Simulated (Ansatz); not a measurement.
**C (P6_3/mmc): energy and pressure against volume**

The task here is to estimate one member of a computed series from the others.

A COD entry behind a cell of this session may itself be a prediction, so a difference from it is no test against experiment.

Program: Ansatz 0.2.0. Level of theory: DFT r²SCAN, scalar-relativistic, plane waves, PAW. These are calculated values, not measurements.

### The system as given

It takes space group P6_3/mmc (No. 194, hexagonal). Conventional cell: a = 2.503 Å, b = 2.503 Å, c = 4.168 Å, α = 90.00°, β = 90.00°, γ = 120.00°. C (site symmetry 3m) has 4 C at 1.54 to 1.56 Å as nearest neighbours.

As a file:

```
C
1.0
     2.50322    0.00000    0.00000
    -1.25161    2.16785    0.00000
     0.00000    0.00000    4.16849
C
4
Direct
  0.33333 0.66667 0.06275
  0.66667 0.33333 0.56275
  0.33333 0.66667 0.43725
  0.66667 0.33333 0.93725
```

An earlier run at r²SCAN left this cell at 5.655 Å³/atom and 0.04 GPa (10×10×6 mesh).

Set-up of the first run:

input.yaml reads:

```yaml
crystal:
  lattice:
    - [2.4693837635, 0.0, 0.0]
    - [-1.2346918818, 2.1385490709, 0.0]
    - [0.0, 0.0, 4.1121527666]
  atoms:
    - { symbol: C, position: [0.3333333333, 0.6666666667, 0.0627511116] }
    - { symbol: C, position: [0.6666666667, 0.3333333333, 0.5627511116] }
    - { symbol: C, position: [0.3333333333, 0.6666666667, 0.4372488884] }
    - { symbol: C, position: [0.6666666667, 0.3333333333, 0.9372488884] }
basis:
  ecutwfc: 500
  ecutrho_ratio: 4
kpoints:
  mp_grid: { grid: [10, 10, 6] }
hamiltonian:
  xc: r2scan
scf:
  occupations: { method: gaussian, width: 0.05 }
output:
  forces: true
  stress: true
  eigenvalues: true
relax:
  f_tol: 0.01
  max_steps: 40
  cell: { stress_tol: 0.1, fix: [volume] }
```

Launch:

```bash
$ ansatz run input.yaml --threads 1 --pin off --max-ram 2560MiB --backend cpu --events-out ev --progress --plain --runs-dir out
```

Among the steps run: Volume × 0.96; Volume × 1.04; Volume × 0.92; Volume × 0.88; Volume × 0.84; Volume × 0.8.

One table of the session follows, with a row left open; its other results are not shown here.

| volume (Å³/atom) | energy above the lowest (meV/atom) | pressure (GPa) | gap on the mesh (eV) |
| --- | --- | --- | --- |
| 4.524 | 447.6 | 150.4 | 2.54 |
| 4.750 | ? | ? | ? |
| 4.977 | 139.7 | 72.7 | 3.04 |
| 5.203 | 58.1 | 43.8 | 3.49 |
| 5.429 | 13.6 | 19.9 | 3.66 |
| 5.655 | 0.0 | 0.0 | 3.81 |
| 5.881 | 11.9 | -16.4 | 3.95 |

Q: Estimate the row for volume (Å³/atom) = 4.750 from the others.

Worked estimate for «energy above the lowest (meV/atom)». A straight line through the neighbours (4.524, 447.6) and (4.977, 139.7) gives 447.6 + (139.7 − 447.6) × (4.750 − 4.524) / (4.977 − 4.524) = 294.0; a parabola fitted to 3 rows on both sides gives 269.9.

As computed: energy above the lowest (meV/atom): 266.3; pressure (GPa): 107.8; gap on the mesh (eV): 2.80. In «energy above the lowest (meV/atom)» the line misses by +27.7 and the parabola by +3.6.

Limits of these values: The k mesh is not the same at all volumes. Other structures may be lower in enthalpy at these pressures.
